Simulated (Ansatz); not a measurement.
# Os: a tetragonal deformation path

One table from this session's results is given with a row withheld; the runs are named, their logs left out.

Method: DFT PBEsol, scalar-relativistic, plane waves, PAW, in Ansatz 0.2.0.

## The system as given

Symmetry: Fm-3m, No. 225, cubic system. The conventional cell has a = 3.890 Å, b = 3.890 Å, c = 3.890 Å, α = 90.00°, β = 90.00°, γ = 90.00°. Os (site symmetry m-3m) is surrounded by 12 Os at 2.75 Å.

As a file:

```
Os
1.0
     0.00000    1.94500    1.94500
     1.94500    0.00000    1.94500
     1.94500    1.94500    0.00000
Os
1
Direct
  0.00000 0.00000 0.00000
```

No relaxation comes first: the listed cell is the starting point.

The first run:

File input.yaml:

```yaml
crystal:
  lattice:
    - [0.0, 1.945, 1.945]
    - [1.945, 0.0, 1.945]
    - [1.945, 1.945, 0.0]
  atoms:
    - { symbol: Os, position: [0.0, 0.0, 0.0] }
basis:
  ecutwfc: 420
kpoints:
  mp_grid: { grid: [24, 24, 24] }
hamiltonian:
  xc: pbesol
scf:
  occupations: { method: gaussian, width: 0.15 }
output:
  forces: true
  stress: true
  eigenvalues: true
  write_density: true
  write_potential: true
  elf: true
  volumetric_format: npy
```

Command:

```bash
$ ansatz run input.yaml --threads 1 --pin off --max-ram 2560MiB --backend cpu --events-out ev --progress --plain --runs-dir out
```

Steps of the session up to this table: Zero of the scan; At ρ = 0.707; ρ = 1.414; ρ = 0.850; Point ρ = 1.200; ρ = 0.780; Point ρ = 1.300; ρ = 0.920; ρ = 1.100; Point ρ = 0.650; At ρ = 1.500; At ρ = 0.960; ρ = 1.050.

One of the session's tables, all rows but one given; the rest of the session is left out.

```
    ρ  ΔE (meV/atom)  pressure (GPa)
0.650          673.0            -9.4
0.707              ?               ?
0.780          558.2           -11.4
0.850          264.0           -15.8
0.920           67.2           -18.9
0.960           14.7           -19.8
1.000            0.0           -20.1
1.050           21.5           -19.7
1.100           90.5           -18.3
1.200          356.9           -12.5
1.300          740.0            -3.2
1.414         1232.3            10.8
1.500         1602.4            23.3
```

**Question.** Estimate the row for ρ = 0.707.

Worked estimate for «ΔE (meV/atom)». A straight line through the neighbours (0.650, 673.0) and (0.780, 558.2) gives 673.0 + (558.2 − 673.0) × (0.707 − 0.650) / (0.780 − 0.650) = 622.7; a parabola fitted to 3 rows on both sides gives 691.7.

The run gave: ΔE (meV/atom): 734.9; pressure (GPa): -9.1. In «ΔE (meV/atom)» the line misses by -112.2 and the parabola by -43.2. Between these rows the values bend or scatter more than so simple an estimate can follow.
